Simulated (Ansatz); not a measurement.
**TaOs3: energies, forces and stress near the listed structure**

How do energy, forces, pressure and gap of TaOs3 change under moves of single atoms, swapped elements, distortions that keep the symmetry, other functionals? Each case is one self-consistent run.

Method: DFT PBEsol, scalar-relativistic, plane waves, PAW, unless a step's input says otherwise, in Ansatz 0.2.0.

## Step 1: The starting structure

The structure is hexagonal, space group P-6m2 (No. 187). Conventional cell: a = 2.788 Å, b = 2.788 Å, c = 9.087 Å, α = 90.00°, β = 90.00°, γ = 120.00°. Around Ta (site symmetry -6m2) lie 6 Ta at 2.79 Å and 6 Os at 2.89 Å. Os (site symmetry -6m2) is surrounded by 12 Os at 2.68 to 2.79 Å. Os (site symmetry 3m) is surrounded by 9 Os at 2.68 to 2.79 Å and 3 Ta at 2.89 Å.

Structure file:

```xyz
4
Lattice="2.7876 0.0000 0.0000 -1.3938 2.4142 0.0000 0.0000 0.0000 9.0870" Properties=species:S:1:pos:R:3 pbc="T T T"
Ta    1.3938    0.8047    0.0000
Os    1.3938    0.8047    4.5435
Os    0.0000    1.6094    2.4061
Os    0.0000    1.6094    6.6809
```

The structure comes from the Materials Project (structure only).

## Step 2: Functional and cell changed: r2SCAN

Against the listed cell: strain xx, yy, zz, yz, xz, xy = +5.0, +5.0, +5.0, +0.0, +0.0, +0.0 %.

Contents of input.yaml:

```yaml
crystal:
  lattice:
    - [2.925801506, 0.0, 0.0]
    - [-1.4629007531, 2.5338184307, 0.0]
    - [0.0, 0.0, 9.5373380757]
  atoms:
    - { symbol: Ta, position: [0.66666667, 0.33333333, 0.0] }
    - { symbol: Os, position: [0.66666667, 0.33333333, 0.5] }
    - { symbol: Os, position: [0.33333333, 0.66666667, 0.264786] }
    - { symbol: Os, position: [0.33333333, 0.66666667, 0.735214] }
basis:
  ecutwfc: 500
kpoints:
  mp_grid: { grid: [18, 18, 6] }
hamiltonian:
  xc: r2scan
scf:
  occupations: { method: gaussian, width: 0.1 }
output:
  forces: true
  stress: true
  eigenvalues: true
```

## Step 3: One atom moved

Contents of input.yaml:

```yaml
crystal:
  lattice:
    - [2.7876457811, 0.0, 0.0]
    - [-1.3938228906, 2.4141720632, 0.0]
    - [0.0, 0.0, 9.086987]
  atoms:
    - { symbol: Ta, position: [0.6989519771, 0.33333333, 0.0] }
    - { symbol: Os, position: [0.66666667, 0.33333333, 0.5] }
    - { symbol: Os, position: [0.33333333, 0.66666667, 0.264786] }
    - { symbol: Os, position: [0.33333333, 0.66666667, 0.735214] }
basis:
  ecutwfc: 420
kpoints:
  mp_grid: { grid: [15, 15, 4] }
hamiltonian:
  xc: pbesol
scf:
  occupations: { method: gaussian, width: 0.1 }
output:
  forces: true
  stress: true
  eigenvalues: true
```

## Step 4: One element swapped, cell strained: Ta → Au, first probe

Contents of input.yaml:

```yaml
crystal:
  lattice:
    - [2.6201147155, 0.0, 0.0]
    - [-1.3100573578, 2.2690859045, 0.0]
    - [0.0, 0.0, 8.2775084167]
  atoms:
    - { symbol: Au, position: [0.66666667, 0.33333333, 0.0] }
    - { symbol: Os, position: [0.66666667, 0.33333333, 0.5] }
    - { symbol: Os, position: [0.33333333, 0.66666667, 0.2741238381] }
    - { symbol: Os, position: [0.33333333, 0.66666667, 0.7258761619] }
basis:
  ecutwfc: 420
kpoints:
  mp_grid: { grid: [9, 9, 2] }
hamiltonian:
  xc: pbesol
scf:
  occupations: { method: gaussian, width: 0.1 }
output:
  forces: true
  stress: true
  eigenvalues: true
```

## Step 5: Substitution of an element, cell strained: Ta → Au

input.yaml: that of step 4 with these lines changed.

```diff
@@ -13,3 +13,3 @@
 kpoints:
-  mp_grid: { grid: [9, 9, 2] }
+  mp_grid: { grid: [18, 18, 6] }
 hamiltonian:
```

## Step 6: A distortion that keeps the symmetry

Contents of input.yaml:

```yaml
crystal:
  lattice:
    - [2.7057726245, 0.0, 0.0]
    - [-1.3528863123, 2.3432678297, 0.0]
    - [0.0, 0.0, 8.6837973868]
  atoms:
    - { symbol: Ta, position: [0.66666667, 0.33333333, 0.0] }
    - { symbol: Os, position: [0.66666667, 0.33333333, 0.5] }
    - { symbol: Os, position: [0.33333333, 0.66666667, 0.2803490636] }
    - { symbol: Os, position: [0.33333333, 0.66666667, 0.7196509364] }
basis:
  ecutwfc: 420
kpoints:
  mp_grid: { grid: [18, 18, 6] }
hamiltonian:
  xc: pbesol
scf:
  occupations: { method: gaussian, width: 0.1 }
output:
  forces: true
  stress: true
  eigenvalues: true
  populations: true
```

**Question.** What will these runs give? Wanted: for each run, case; energy; pressure; largest force.

As calculated:

```
step                                                case  energy (meV/atom)  pressure (GPa)  largest force (eV/Å)  gap on the mesh (eV)
   2                 functional and cell changed: r2SCAN                n/a           -40.3                  0.94                  0.00
   3                                      one atom moved               +0.0           -10.9                  0.28                  0.00
   5  substitution of an element, cell strained: Ta → Au                n/a           103.1                  5.48                  0.00
   6                a distortion that keeps the symmetry            +265.1*            43.2                  5.05                  0.00
```

Energies are counted from step 3, with the smearing taken to zero; a star marks another k mesh, which can shift energies by itself, so starred rows don't rank against the others. Other atoms or functionals have another zero of energy (n/a). A gap of 0.00 means none on the mesh at this level.

**Reading.** Among the distorted cells of the listed formula and level the largest force, 5.05 eV/Å, comes in step 6, shared by 2 atoms. The distorted cells of the listed formula and level show no gap on the mesh. The runs treat Au, Os, Ta without spin-orbit coupling.
